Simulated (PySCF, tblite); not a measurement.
**C5H13ClSi2: geometry, infrared bands and NMR shifts**

What infrared bands and NMR shifts should C5H13ClSi2 (`C=C[SiH2][C@@](C)(Cl)C[SiH3]`) show?

Programs: tblite 0.8.0 and PySCF 2.14.0, with density-fitted response routines of our own. Each step states its level of theory. These are calculated values for one molecule in the gas phase, unless marked as measured. Atoms count from 0, in the outputs and in this text.

## (1) The starting structure

21 atoms, charge 0, multiplicity 1; geometry from: force field or distance geometry start.

Bonds of the start (Å): C0–C1 1.34, C1–Si2 1.83, Si2–C3 1.94, C3–C4 1.54, C3–Cl5 1.84, C3–C6 1.55, C6–Si7 1.87, C0–H8 1.09, C0–H9 1.08, C1–H10 1.10, Si2–H11 1.48, Si2–H12 1.48, C4–H13 1.09, C4–H14 1.09, C4–H15 1.09, C6–H16 1.10, C6–H17 1.10, Si7–H18 1.48, Si7–H19 1.48, Si7–H20 1.49.

## (2) Geometry optimisation with GFN2-xTB

What the job is given:

```
{"job": {"kind": "relax", "xc": "GFN2-xTB", "basis": "xTB"}, "charge": 0, "multiplicity": 1}
C      2.799900     1.331200     0.510900
C      2.240700     0.171900     0.868900
Si     1.252500    -0.951600    -0.187000
C     -0.634600    -0.905100     0.267800
C     -1.480100    -1.808800    -0.643800
Cl    -0.678000    -1.706600     1.926600
C     -1.254300     0.501100     0.452800
Si    -1.405600     1.637700    -1.023500
H      2.693900     1.736600    -0.490500
H      3.366800     1.917600     1.225800
H      2.377900    -0.200400     1.890100
H      1.766400    -2.337200    -0.101500
H      1.372600    -0.512000    -1.595100
H     -2.526700    -1.817200    -0.345100
H     -1.130100    -2.837600    -0.645300
H     -1.443300    -1.465600    -1.679800
H     -2.268600     0.388900     0.865500
H     -0.693200     1.050100     1.216900
H     -0.070400     1.955600    -1.567000
H     -2.205300     0.967600    -2.079300
H     -2.089400     2.900800    -0.629300
```

The run is started by

```
> OMP_NUM_THREADS=1 python probes_run.py task.json out
```

The driver reads the jobs from task.json and runs them one after another.

**Question.** This job is followed by: GFN2-xTB harmonic vibrations, gas phase; GIAO PBE0/pcSseg-1 NMR shielding, non-relativistic, gas phase. Predict these results of the whole session: strongest single infrared mode (GFN2-xTB); zero-point energy (GFN2-xTB); ¹³C shifts against TMS (PBE0/pcSseg-1); ¹H shifts against TMS (PBE0/pcSseg-1, means over atoms taken as alike); ²⁹Si shifts against TMS (PBE0/pcSseg-1); ³⁵Cl shifts against HCl (PBE0/pcSseg-1).

As calculated:

| quantity | value |
| --- | --- |
| strongest single infrared mode (GFN2-xTB) | 807 cm⁻¹, 405 km/mol |
| zero-point energy (GFN2-xTB) | 97.0 kcal/mol |
| ¹³C shifts against TMS (PBE0/pcSseg-1) | 146.0, 139.7, 63.8, 32.5, 28.8 ppm |
| ¹H shifts against TMS (PBE0/pcSseg-1, means over atoms taken as alike) | 6.81, 6.63, 6.36, 4.59, 4.54, 3.80, 1.84, 1.77, 1.56 ppm |
| ²⁹Si shifts against TMS (PBE0/pcSseg-1) | -31.2, -78.4 ppm |
| ³⁵Cl shifts against HCl (PBE0/pcSseg-1) | 298 ppm |

What this shows: The optimisation took 65 steps and gained 0.150 eV; among the close pairs (by a distance rule), C1–Si2 changed most, from 1.831 to 1.879 Å. No mode is imaginary among the 57: a minimum at this level. The strongest single mode, at 807 cm⁻¹, is carried by H20, H19, H18, Si7. Unscaled tight-binding wavenumbers are off by several per cent, some by more. Its intensities can rank the bands wrongly. C0 (terminal =CH2 carbon) lies farthest downfield among carbon, at 146.0 ppm; as expected for a trigonal carbon in a double bond. H10 (hydrogen on an alkene CH) lies farthest downfield among hydrogen, at 6.81 ppm; attached to an sp2 carbon and in the plane of the double bond. At PBE0/pcSseg-1: The largest span, 636 ppm, is at Cl5, where the paramagnetic term is -498 ppm.
